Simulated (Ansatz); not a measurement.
# C₂H₈CuNS: basis-set convergence

The task here is to estimate one member of a computed series from the others.

Computed with Ansatz 0.2.0, Gaussian basis. Level: one geometry, several basis sets.

Levels to be run: PBE0-D4/def2-SVP; ωB97M-V/def2-SVP; PBE0-D4/def2-QZVPP; ωB97M-V/def2-QZVPP; the functionals' def2-TZVPP values are taken from earlier runs.

## The geometry

An earlier PBE0-D4 in a triple-zeta def2 set relaxation fixed the geometry.

SMILES `C[S+](C)[Cu-][NH2]`, 13 atoms, charge 0, spin multiplicity 1.

Atoms are counted from 1 here; the program's logs count them from 0.

Bond lengths: C1–S2 1.801 Å, C1–H6 1.089 Å, C1–H7 1.089 Å, C1–H8 1.091 Å, S2–C3 1.800 Å, S2–Cu4 2.165 Å, C3–H9 1.089 Å, C3–H10 1.089 Å, C3–H11 1.091 Å, Cu4–N5 1.822 Å, N5–H12 1.014 Å, N5–H13 1.014 Å. Angles: S2–C1–H6 111.0°, S2–C1–H7 106.9°, S2–C1–H8 109.6°, H6–C1–H7 109.3°, H6–C1–H8 110.5°, H7–C1–H8 109.4°, C1–S2–C3 100.2°, C1–S2–Cu4 106.9°, C3–S2–Cu4 106.7°, S2–C3–H9 111.0°, S2–C3–H10 107.0°, S2–C3–H11 109.5°, H9–C3–H10 109.3°, H9–C3–H11 110.5°, H10–C3–H11 109.4°, S2–Cu4–N5 175.4°, Cu4–N5–H12 114.7°, Cu4–N5–H13 114.0° and more.

The first run:

Input file in.yaml:

```yaml
crystal:
  periodic: [false, false, false]
  atoms:
    - {symbol: C, position_ang: [-1.249373, -1.487075, -0.204062]}
    - {symbol: S, position_ang: [0.128433, -0.557093, -0.896445]}
    - {symbol: C, position_ang: [1.481573, -1.200391, 0.100636]}
    - {symbol: Cu, position_ang: [-0.149258, 1.508385, -0.311484]}
    - {symbol: N, position_ang: [-0.525431, 3.229560, 0.154316]}
    - {symbol: H, position_ang: [-1.345471, -1.303338, 0.865307]}
    - {symbol: H, position_ang: [-2.150311, -1.143072, -0.710552]}
    - {symbol: H, position_ang: [-1.107516, -2.550975, -0.398283]}
    - {symbol: H, position_ang: [1.301535, -1.027471, 1.160967]}
    - {symbol: H, position_ang: [2.381699, -0.667768, -0.203488]}
    - {symbol: H, position_ang: [1.605977, -2.265849, -0.097124]}
    - {symbol: H, position_ang: [-0.167707, 3.510463, 1.060539]}
    - {symbol: H, position_ang: [-0.183750, 3.919723, -0.505528]}
basis:
  gaussian: {orbitals: def2-SVP}
hamiltonian: {xc: pbe0, dispersion: d4}
output: {orbitals: {seedname: orbitals}}
```

The run is started by

```
$ ansatz run in.yaml --threads 8 --pin off --events-out ev --progress --plain --max-ram 18278MiB
```

Steps of the session up to this table: PBE0-D4 in def2-SVP; ωB97M-V in def2-SVP; PBE0-D4 in def2-QZVPP; ωB97M-V in def2-QZVPP.

One of the session's tables, all rows but one given; the rest of the session is left out.

It belongs to the step «Density functionals: the series». 

```
functional       basis  HOMO (eV)  LUMO (eV)
   PBE0-D4    def2-SVP      -4.47       0.40
   PBE0-D4  def2-TZVPP          ?          ?
   PBE0-D4  def2-QZVPP      -5.17      -0.38
   ωB97M-V    def2-SVP      -6.78       1.64
   ωB97M-V  def2-TZVPP      -7.39       1.42
   ωB97M-V  def2-QZVPP      -7.50       0.79
```

**Question.** Estimate the row for PBE0-D4, def2-TZVPP.

The run gave: HOMO (eV): -5.06; LUMO (eV): -0.13. In the column «HOMO (eV)» it lies between PBE0-D4, def2-QZVPP (-5.17) and PBE0-D4, def2-SVP (-4.47).
